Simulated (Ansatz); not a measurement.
# C3H7BO: geometry optimisation in Python

Aim: a geometry optimisation, for C3H7BO, run from a script.

Program: the Python package of Ansatz 0.2.0. Level of theory: PBE0/def2-SVP. These are calculated values, not measurements.

## Step 1: The system

Bond lengths: B1–C2 1.511 Å, C2–C3 1.318 Å, C2–O4 1.460 Å, O4–C5 1.423 Å, B1–H6 1.219 Å, B1–H7 1.215 Å, C3–H8 1.043 Å, C3–H9 1.108 Å, C5–H10 1.087 Å, C5–H11 1.098 Å, C5–H12 1.134 Å. Angles (14 of 16 angles, heavy atoms first): B1–C2–C3 118.3°, B1–C2–O4 123.1°, C3–C2–O4 118.6°, C2–O4–C5 121.6°, C2–B1–H6 123.7°, C2–B1–H7 122.8°, C2–C3–H8 123.8°, C2–C3–H9 120.7°, O4–C5–H10 105.8°, O4–C5–H11 111.7°, O4–C5–H12 107.3°, H6–B1–H7 113.4°, H8–C3–H9 115.1°, H10–C5–H11 112.4°.

No structure file is read: the coordinates are typed or built in the script.

## Step 2: Script

opt_c3h7bo.py reads:

```python
"""Minimum-energy structure of C3H7BO."""

import itertools

import ansatz as az
from ase.data import atomic_numbers, covalent_radii
import numpy as np

BASIS_SET = "def2-SVP"
XC = "PBE0"

geometry_ang = [
    ("B", [-1.2018, 0.754, 0.3838]),
    ("C", [-0.1353, -0.2956, 0.5932]),
    ("C", [-0.1747, -1.0145, 1.6977]),
    ("O", [0.9559, -0.5236, -0.3493]),
    ("C", [1.0172, 0.1548, -1.5985]),
    ("H", [-2.0878, 0.9884, 1.1868]),
    ("H", [-1.2453, 1.4609, -0.6031]),
    ("H", [-0.8608, -0.8578, 2.4674]),
    ("H", [0.6222, -1.7516, 1.921]),
    ("H", [1.9015, -0.2283, -2.1009]),
    ("H", [0.1025, 0.0037, -2.187]),
    ("H", [1.1834, 1.2545, -1.3769]),
]
mol = az.Crystal.molecule()
for symbol, xyz in geometry_ang:
    mol = mol.atom(symbol, xyz)

calc = mol.calculation().basis(gaussian=BASIS_SET).functional(XC)
symbols = [site.symbol for site in mol.cartesian_sites]
start = np.array([site.position_ang for site in mol.cartesian_sites], dtype=float)
def progress(event):
    if event["event"] == "relax_step":
        row = event["data"]
        print(f"step {row['step']:3d}  E = {row['lagrangian_ev']:.6f} eV  largest force component {row['allowed_force_max_ev_ang']:.4f} eV/A")


report = calc.relax(force_tolerance=0.02).session().plan().execute(on_event=progress).report
end = np.array(report["positions_ang"])

print(f"E = {report['free_energy_ev']:.6f} eV = {report['free_energy_ev'] / 27.211386246:.7f} Ha")
print("converged:", report["converged"], " doubts:", report["published_state_doubts"] or "none")

# pairs closer than 1.2 times the sum of covalent radii, before or after
radius = [covalent_radii[atomic_numbers[s]] for s in symbols]
span = lambda where, i, j: np.linalg.norm(where[i] - where[j])
bonded = [(i, j) for i, j in itertools.combinations(range(len(symbols)), 2) if min(span(start, i, j), span(end, i, j)) < 1.2 * (radius[i] + radius[j])]
print("pair        before    after (A)")
for i, j in bonded:
    print(f"{symbols[i]}{i}-{symbols[j]}{j}".ljust(10), f"{span(start, i, j):8.4f} {span(end, i, j):8.4f}")
```

## Step 3: What the engine is handed

The package turns the script's settings into the engine's input:

```yaml
crystal:
  periodic: [false, false, false]
  atoms:
    - { symbol: B, position_ang: [-1.2018, 0.754, 0.3838] }
    - { symbol: C, position_ang: [-0.1353, -0.2956, 0.5932] }
    - { symbol: C, position_ang: [-0.1747, -1.0145, 1.6977] }
    - { symbol: O, position_ang: [0.9559, -0.5236, -0.3493] }
    - { symbol: C, position_ang: [1.0172, 0.1548, -1.5985] }
    - { symbol: H, position_ang: [-2.0878, 0.9884, 1.1868] }
    - { symbol: H, position_ang: [-1.2453, 1.4609, -0.6031] }
    - { symbol: H, position_ang: [-0.8608, -0.8578, 2.4674] }
    - { symbol: H, position_ang: [0.6222, -1.7516, 1.921] }
    - { symbol: H, position_ang: [1.9015, -0.2283, -2.1009] }
    - { symbol: H, position_ang: [0.1025, 0.0037, -2.187] }
    - { symbol: H, position_ang: [1.1834, 1.2545, -1.3769] }
basis:
  gaussian:
    orbitals: def2-SVP
hamiltonian:
  xc: pbe0
relax:
  f_tol: 0.02
```

## Step 4: Running it

Command:

```console
$ python opt_c3h7bo.py
```

**Question.** What results will this script give? Wanted: total energy; dipole moment; moves of the relaxation; energy gained; last largest force component.

As calculated:

```
                    quantity          value
                total energy  -5935.2289 eV
               dipole moment         0.55 D
     moves of the relaxation              5
               energy gained       0.410 eV
last largest force component    0.0075 eV/Å
```

In words: After 5 moves the largest shift is 0.111 Å, of atom 6 (H). The end point is the stationary point reached from this start; no frequency run checks that it is a minimum, and the basis set is modest.
